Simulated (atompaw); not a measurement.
# Pseudopotential generation for tungsten: PAW (atompaw), LDA (PW92)

Task: generate the file, and judge it by its logarithmic derivatives, its ghosts and its cutoff.

Program: atompaw 4.2.0.5. Reference atom: LDA (PW92), scalar-relativistic, spherical and spin-unpolarised. All values are calculated.

## 1. The design

Typed settings, in words:

```
element                 : tungsten (W, Z = 74)
type                    : PAW
frozen core             : [Kr] 4d10 4f14
valence charge          : 14
reference configuration : 5s2 5p6 5d4 6s2 6p0
partial waves           : 5s (bound): rc 1.70 bohr; 6s (bound): rc 3.00 bohr; 5p (bound): rc 1.80 bohr; 6p (bound, empty): rc 1.90 bohr; 5d (bound): rc 3.00 bohr; 5d channel at 0.3 Ry: rc 3.00 bohr
local potential         : bessel scheme, radius 2.75 bohr
core correction         : smooth core density matched at 2.50 bohr
augmentation charge     : sinc compensation charge, radius 2.74 bohr; PAW radius 3.00 bohr; waves and projectors: custom rrkj gramschmidtortho
```

The nodes and maxima of the atom's own shells, from an earlier all-electron run, set the scale for the radii.

All-electron outer shells of the reference configuration (LDA (PW92), scalar-relativistic, ld1.x):

```
shell  level (eV)  outermost node (bohr)  outermost maximum (bohr)
   4d     -238.25                   0.22                      0.45
   5s      -79.30                   0.53                      0.96
   5p      -43.39                   0.57                      1.09
   4f      -33.46                      –                      0.43
   6s       -5.90                   1.28                      2.64
   5d       -4.68                   0.63                      1.50
   6p       -1.46                   1.54                      3.75
```

## 2. Generating the potential

Contents of W.input:

```
W 74
LDA-PW scalarrelativistic loggrid 2001 logderivrange -8 5 326
6 6 5 4 0 0
6 1 0
5 2 4
0 0 0
c
c
c
c
v
v
c
c
c
v
v
c
c
v
c
2
3.00 2.74 2.75 2.50
n
n
y
0.3
n
custom rrkj gramschmidtortho sinc
bessel
1.70
3.00
1.80
1.90
3.00
3.00
PWSCFOUT
UPFDX 0.0125d0 UPFXMIN -7.d0 UPFZMESH 74.d0
END
```

The run is started by

```bash
$ atompaw < W.input > W.log
```

Q: Predict the outcome of this session. Wanted: cutoffs for 10 and 1 mRy, occupied levels; bound ghosts; largest phase difference near zero energy, channels read; lowest eigenvalue of the overlap; share of valence orbitals outside the PAW sphere; UPF file.

The runs gave:

```
                                                quantity                                      value
               cutoffs for 10 and 1 mRy, occupied levels                            25 Ry and 45 Ry
                                            bound ghosts                                 none found
largest phase difference near zero energy, channels read                                  0.017 rad
         lowest eigenvalue of the overlap (Bessel basis)                                  0.160 (p)
        share of valence orbitals outside the PAW sphere  5s 0 %, 6s 50 %, 5p 0 %, 6p 83 %, 5d 15 %
                                                UPF file                                    written
```

**Reading.** The potential is soft on the atom: the looser tolerance needs 25 Ry. The slowest occupied level is 5p: taken alone it needs 30 Ry to come within 1 mRy, against 21 Ry for 5s. It is free of bound ghosts as far as tested. Near zero energy the phases of the channels with partial waves agree within 0.017 rad. Note that the frozen 4f shell (-33 eV) lies higher than the valence 5s shell (-79 eV). These are tests on the free atom; a crystal test is still owed.
